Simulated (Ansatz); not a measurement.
# FeCuTe3: the cost of one run

Method: DFT r2SCAN, scalar-relativistic, plane waves, PAW, in Ansatz 0.2.0.

## 1. Starting point

It takes space group Pm-3m (No. 221, cubic). The conventional cell has a = 4.877 Å, b = 4.877 Å, c = 4.877 Å, α = 90.00°, β = 90.00°, γ = 90.00°. Fe (site symmetry m-3m) is surrounded by 12 Te at 3.45 Å. Cu (site symmetry m-3m) is surrounded by 6 Te at 2.44 Å. Te (site symmetry 4/mmm) has 2 Cu at 2.44 Å and 4 Fe at 3.45 Å and 8 Te at 3.45 Å in its first shell of neighbours.

As a file:

```cif
data_structure
_symmetry_space_group_name_H-M 'P 1'
_symmetry_Int_Tables_number 1
_cell_length_a 4.8767
_cell_length_b 4.8767
_cell_length_c 4.8767
_cell_angle_alpha 90.000
_cell_angle_beta 90.000
_cell_angle_gamma 90.000
_cell_volume 115.98
loop_
_atom_site_label
_atom_site_type_symbol
_atom_site_fract_x
_atom_site_fract_y
_atom_site_fract_z
_atom_site_occupancy
Fe1 Fe 0.00000 0.00000 0.00000 1
Cu1 Cu 0.50000 0.50000 0.50000 1
Te1 Te 0.00000 0.50000 0.50000 1
Te2 Te 0.50000 0.00000 0.50000 1
Te3 Te 0.50000 0.50000 0.00000 1
```

(A quick probe on a coarse mesh, which set the mesh and smearing, is not shown.)

## 3. A loose first relaxation

input.yaml

```yaml
crystal:
  lattice:
    - [4.8766913173, 0.0, 0.0]
    - [0.0, 4.8766913173, 0.0]
    - [0.0, 0.0, 4.8766913173]
  atoms:
    - { symbol: Fe, position: [0.0, 0.0, 0.0], spin: 3.87 }
    - { symbol: Cu, position: [0.5, 0.5, 0.5] }
    - { symbol: Te, position: [0.0, 0.5, 0.5] }
    - { symbol: Te, position: [0.5, 0.0, 0.5] }
    - { symbol: Te, position: [0.5, 0.5, 0.0] }
basis:
  ecutwfc: 500
kpoints:
  mp_grid: { grid: [4, 4, 4] }
hamiltonian:
  xc: r2scan
scf:
  occupations: { method: gaussian, width: 0.1 }
  lower_state_search: "off"
output:
  forces: true
  stress: true
  eigenvalues: true
  populations: true
magnetization:
  spin_polarized: true
relax:
  adjacent_minimum: "off"
  f_tol: 0.04
  max_steps: 70
  cell: { stress_tol: 0.4 }
```

Command:

```sh
> ansatz run input.yaml --threads 1 --pin off --max-ram 2560MiB --backend cpu --events-out ev --progress --plain --runs-dir out
```

**Question.** How long does this run take on 1 thread of Arm Neoverse V2, shared host, and how much memory does it need?

About 2.5 min, with a peak of 0.8 GiB.
